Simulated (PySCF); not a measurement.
**I²⁺: dipole response in dyall-av2z**

Aim: the static polarisability and the C₆ coefficient of I²⁺, method by method.

The numbers are computed with PySCF 2.14.0 (unrestricted determinants in a Gaussian basis, no spin-orbit coupling in the energies), except any that are marked as measured or tabulated.

## (1) Starting point

* Element: iodine (Z = 53)
* Basis: dyall-av2z
* Hamiltonian: no relativity, point nucleus
* State 1: I²⁺: [Kr] 4d10 5s2 5p3, high-spin 4S determinant
* Methods: revPBE, PW91

Outer shells as boxes (Hund's rule):

I2+ [Kr] 4d10 5s2 5p3
```
[Kr] core
4d [↑↓][↑↓][↑↓][↑↓][↑↓]
5s [↑↓]
5p [↑ ][↑ ][↑ ]
```

The runs were made by one driver on top of PySCF. The scripts below sum up each run's settings (the driver also hands on starting orbitals that pick excited configurations, and frozen orbitals as a list rather than a count), and the logs come from the driver's own runs. The driver starts from symmetry-adapted Hartree-Fock orbitals, holds the occupation by maximum overlap and uses a logarithmic radial grid for functionals, so a plain start would take other cycles.

The integrals over 130 functions and the set-up took 1.7 s of CPU time.

## (2) I²⁺, method by method

#### revPBE

Input file input.py:

```python
from pyscf import gto, scf, dft, mp, cc
import basis_set_exchange as bse
mol = gto.M(atom="I 0 0 0", charge=2, spin=3, symmetry="D2h",
            basis=gto.basis.parse(bse.get_basis("dyall-av2z", elements=["I"], fmt="nwchem")))
mf = dft.UKS(mol, xc="PBE_R,PBE")
mf.irrep_nelec = {'Ag': (9, 9), 'B1g': (2, 2), 'B2g': (2, 2), 'B3g': (2, 2), 'B1u': (4, 3), 'B2u': (4, 3), 'B3u': (4, 3)}
mf.kernel()
```

Output:

```text
damping factor = 0
level_shift factor = 0
DIIS = <class 'pyscf.scf.diis.CDIIS'>
diis_start_cycle = 1
diis_space = 10
diis_damp = 0
SCF conv_tol = 1e-09
SCF conv_tol_grad = None
number electrons alpha = 27  beta = 24
XC functionals = PBE_R,PBE
    Y. Zhang and W. Yang.,  Phys. Rev. Lett. 80, 890 (1998)
    J. P. Perdew, K. Burke, and M. Ernzerhof.,  Phys. Rev. Lett. 77, 3865 (1996)
    J. P. Perdew, K. Burke, and M. Ernzerhof.,  Phys. Rev. Lett. 78, 1396 (1997)
cycle= 1 E= -6919.18164604961  delta_E= -0.0264  |g|= 0.038  |ddm|= 0.33
cycle= 2 E= -6919.18173175326  delta_E= -8.57e-05  |g|= 0.0352  |ddm|= 0.0647
cycle= 3 E= -6919.18185924133  delta_E= -0.000127  |g|= 0.00402  |ddm|= 0.0222
cycle= 4 E= -6919.18185977111  delta_E= -5.3e-07  |g|= 0.000348  |ddm|= 0.00264
cycle= 5 E= -6919.18185978505  delta_E= -1.39e-08  |g|= 1.07e-05  |ddm|= 0.000223
cycle= 6 E= -6919.18185978508  delta_E= -3.37e-11  |g|= 9.91e-07  |ddm|= 2.22e-05
converged SCF energy = -6919.18185978508  <S^2> = 3.7505571  2S+1 = 4.0002786
```

It used 21 s of CPU time after the integrals (shared host).

Orbital energies by shell (radii are means over both spins):

| shell | electrons | mean orbital energy (eV) | spread (eV) | rms radius (bohr) |
| --- | --- | --- | --- | --- |
| 1s α | 1 | -31668.7 | 0 | 0.0332 |
| 1s β | 1 | -31668.6 | 0 | 0.0332 |
| 2s α | 1 | -4788.3 | 0 | 0.134 |
| 2s β | 1 | -4788.2 | 0 | 0.134 |
| 2p α | 3 | -4500.5 | 0 | 0.116 |
| 2p β | 3 | -4500.5 | 0 | 0.116 |
| 3s α | 1 | -980.33 | 0 | 0.350 |
| 3s β | 1 | -980.23 | 0 | 0.350 |
| 3p α | 3 | -859.42 | 0 | 0.342 |
| 3p β | 3 | -859.31 | 0 | 0.342 |
| 3d α | 5 | -634.88 | 0 | 0.314 |
| 3d β | 5 | -634.78 | 0 | 0.314 |
| 4s α | 1 | -187.01 | 0 | 0.818 |
| 4s β | 1 | -186.78 | 0 | 0.818 |
| 4p α | 3 | -144.72 | 0 | 0.858 |
| 4p β | 3 | -144.48 | 0 | 0.858 |
| 4d α | 5 | -72.725 | 0 | 0.985 |
| 4d β | 5 | -72.344 | 0 | 0.985 |
| 5s α | 1 | -35.231 | 0 | 2.06 |
| 5s β | 1 | -32.549 | 0 | 2.06 |
| 5p α | 3 | -25.344 | 0 | 2.36 |

⟨S²⟩ = 3.751, ⟨L²⟩ = 0.00.

The driver then solved the coupled dipole response at imaginary frequencies: mean α = 14.76 bohr³, C₆ = 96.84 au for a like pair.

A non-relativistic calculation at this Z misses sizeable relativistic shifts.

#### PW91

input.py, as changed from the run before:

```diff
@@ -4,3 +4,3 @@
             basis=gto.basis.parse(bse.get_basis("dyall-av2z", elements=["I"], fmt="nwchem")))
-mf = dft.UKS(mol, xc="PBE_R,PBE")
+mf = dft.UKS(mol, xc="PW91,PW91")
 mf.irrep_nelec = {'Ag': (9, 9), 'B1g': (2, 2), 'B2g': (2, 2), 'B3g': (2, 2), 'B1u': (4, 3), 'B2u': (4, 3), 'B3u': (4, 3)}
```

Output:

```text
damping factor = 0
level_shift factor = 0
DIIS = <class 'pyscf.scf.diis.CDIIS'>
diis_start_cycle = 1
diis_space = 10
diis_damp = 0
SCF conv_tol = 1e-09
SCF conv_tol_grad = None
number electrons alpha = 27  beta = 24
XC functionals = PW91,PW91
    J. P. Perdew. In P. Ziesche and H. Eschrig, editors, Proceedings of the 75. WE-Heraeus-Seminar and 21st Annual International Symposium on Electronic Structure of Solids, 11. Berlin, 1991. Akademie Verlag.
    J. P. Perdew, J. A. Chevary, S. H. Vosko, K. A. Jackson, M. R. Pederson, D. J. Singh, and C. Fiolhais.,  Phys. Rev. B 46, 6671 (1992)
    J. P. Perdew, J. A. Chevary, S. H. Vosko, K. A. Jackson, M. R. Pederson, D. J. Singh, and C. Fiolhais.,  Phys. Rev. B 48, 4978 (1993)
    J. P. Perdew. In P. Ziesche and H. Eschrig, editors, Proceedings of the 75. WE-Heraeus-Seminar and 21st Annual International Symposium on Electronic Structure of Solids, 11. Berlin, 1991. Akademie Verlag.
    J. P. Perdew, J. A. Chevary, S. H. Vosko, K. A. Jackson, M. R. Pederson, D. J. Singh, and C. Fiolhais.,  Phys. Rev. B 46, 6671 (1992)
    J. P. Perdew, J. A. Chevary, S. H. Vosko, K. A. Jackson, M. R. Pederson, D. J. Singh, and C. Fiolhais.,  Phys. Rev. B 48, 4978 (1993)
cycle= 1 E= -6919.89751593313  delta_E= -0.0306  |g|= 0.0469  |ddm|= 0.359
cycle= 2 E= -6919.89760844457  delta_E= -9.25e-05  |g|= 0.0464  |ddm|= 0.0757
cycle= 3 E= -6919.89780143726  delta_E= -0.000193  |g|= 0.00271  |ddm|= 0.0258
cycle= 4 E= -6919.89780225261  delta_E= -8.15e-07  |g|= 0.000684  |ddm|= 0.00387
cycle= 5 E= -6919.89780231139  delta_E= -5.88e-08  |g|= 1.07e-05  |ddm|= 0.000533
cycle= 6 E= -6919.89780231144  delta_E= -4.91e-11  |g|= 1.39e-06  |ddm|= 2.74e-05
converged SCF energy = -6919.89780231144  <S^2> = 3.7504704  2S+1 = 4.0002352
```

CPU time 22 s on a shared host, the integrals not counted.

The driver then solved the coupled dipole response at imaginary frequencies: mean α = 14.66 bohr³, C₆ = 95.88 au for a like pair.

Radial density 4πr²ρ of I²⁺ at PW91:

| r (bohr) | density | spin density |
| --- | --- | --- |
| 0.000525 | 0.344 | 0.000 |
| 0.000883 | 0.938 | 0.000 |
| 0.00149 | 2.49 | 0.000 |
| 0.00250 | 6.33 | 0.000 |
| 0.00420 | 14.9 | 0.000 |
| 0.00707 | 31.2 | 0.000 |
| 0.0119 | 53.4 | 0.002 |
| 0.0200 | 66.7 | 0.011 |
| 0.0336 | 60.1 | 0.041 |
| 0.0566 | 69.0 | 0.081 |
| 0.0952 | 86.7 | 0.026 |
| 0.160 | 63.8 | 0.040 |
| 0.269 | 72.1 | 0.136 |
| 0.453 | 26.8 | 0.114 |
| 0.762 | 27.8 | 0.217 |
| 1.28 | 8.48 | 0.592 |
| 2.16 | 3.08 | 1.770 |
| 3.63 | 0.340 | 0.261 |
| 6.10 | 0.00218 | 0.002 |
| 10.3 | 5.13e-05 | 0.000 |

## (3) The response side by side

I²⁺, in atomic units:

| method | mean α | C₆ (like pair) | S(−4) |
| --- | --- | --- | --- |
| revPBE | 14.76 | 96.84 | 44.93 |
| PW91 | 14.66 | 95.88 | 44.23 |

α(iu) at PW91:

| u (hartree) | α(iu) (bohr³) |
| --- | --- |
| 0 | 14.66 |
| 0.0500 | 14.55 |
| 0.100 | 14.23 |
| 0.200 | 13.10 |
| 0.300 | 11.58 |
| 0.500 | 8.506 |
| 0.750 | 5.667 |
| 1.00 | 3.905 |
| 1.50 | 2.114 |
| 2.00 | 1.313 |
| 3.00 | 0.6522 |
| 5.00 | 0.2663 |

## (4) Summary of results

| quantity | value |
| --- | --- |
| α of I²⁺ | 14.66 (PW91) to 14.76 (revPBE) bohr³ |

In words: A single London oscillator with the computed α and C₆ of I²⁺ at revPBE would have ω = 4 C₆ / (3 α²) = 0.593 hartree. All values hold for this basis alone; no basis-set limit was taken.
